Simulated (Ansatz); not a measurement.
# CH4Ge (quintet): the correlation ladder, cc-pVTZ

An exercise on one series of results from a longer session: the logs are not shown, and one member is left open.

Program: Ansatz 0.2.0, Gaussian basis. Level of theory: cc-pVTZ, core rule «outside noble gas», up to 15 orbitals frozen. These are calculated values, not measurements.

To be run: UHF; CCSD(T) on ROHF; CCSD(T) on UHF; BCCD(T) on ROHF; CCSDT(Q) on ROHF; CCSDT(Q) on UHF; CASSCF and NEVPT2, 12 electrons in 12 orbitals.

4 further runs of the same task are left out: 4 set aside as unsound or not needed.

### The system

The geometry is a PBE0/def2-TZVP stationary point (not a proven minimum) of the parent state, kept for this charge and spin. No spin-orbit coupling is included. The filled d shell of Ge may be among the frozen orbitals whatever the setting's name suggests; the logs give the count.

6 atoms, charge 0, spin multiplicity 5.

Atoms are counted from 1 here; the program's logs count them from 0.

Bond lengths: Ge1–C2 1.900 Å, Ge1–H3 1.541 Å, Ge1–H4 1.538 Å, Ge1–H5 1.538 Å, C2–H6 1.082 Å. Angles: C2–Ge1–H3 109.8°, C2–Ge1–H4 109.6°, C2–Ge1–H5 109.6°, H3–Ge1–H4 109.4°, H3–Ge1–H5 109.4°, H4–Ge1–H5 109.0°, Ge1–C2–H6 147.0°.

Set-up of the first run:

The input, in.yaml:

```yaml
crystal:
  periodic: [false, false, false]
  atoms:
    - {symbol: Ge, position_ang: [0.000000, 0.010692, 0.271396]}
    - {symbol: C, position_ang: [0.000000, -0.110084, -1.624423]}
    - {symbol: H, position_ang: [0.000001, 1.490409, 0.700986]}
    - {symbol: H, position_ang: [1.251558, -0.684470, 0.832348]}
    - {symbol: H, position_ang: [-1.251558, -0.684469, 0.832348]}
    - {symbol: H, position_ang: [0.000000, 0.419749, -2.567788]}
basis:
  gaussian: {orbitals: cc-pVTZ}
magnetization: {spin_polarized: true, initial_magnetization: 4}
hamiltonian: {xc: hf}
output: {orbitals: {seedname: orbitals}}
```

Run with:

```sh
$ ansatz run in.yaml --threads 1 --pin off --events-out ev --progress --plain --max-ram 4096MiB --backend cpu
```

Among the steps run: UHF; CCSD(T) on ROHF; CCSD(T) on UHF; BCCD(T) on ROHF; CCSDT(Q) on ROHF; CCSDT(Q) on UHF; CASSCF and NEVPT2, 12 electrons in 12 orbitals.

One of the session's tables, all rows but one given; the rest of the session is left out.

| method | from RCCSDT(Q) (meV) |
| --- | --- |
| RMP2 | +1515.2 |
| UMP2 | +1506.2 |
| RCCSD | +462.0 |
| UCCSD | +392.5 |
| RCCSD(T) | +103.0 |
| UCCSD(T) | +104.2 |
| BCCD(T) | +112.6 |
| RCCSDT | +32.5 |
| UCCSDT | +29.9 |
| RCCSDT(Q) | 0 |
| UCCSDT(Q) | ? |
| CASSCF valence | +5711.0 |
| NEVPT2 valence | +1444.5 |

Q: Estimate the row for UCCSDT(Q) from the others.

**Answer.** from RCCSDT(Q) (meV): +4.5. In the column «from RCCSDT(Q) (meV)» it lies between RCCSDT(Q) (0) and UCCSDT (+29.9).

Left out of the table: ROHF, UHF (another determinant or state than the rows shown).

To keep in mind: Warnings: coupled cluster took another determinant than the lowest; large T1 diagnostic. Restricted and unrestricted rows rest on different reference determinants; where their highest levels disagree by more than a few hundredths of an eV, they describe different states and don't form one ladder.
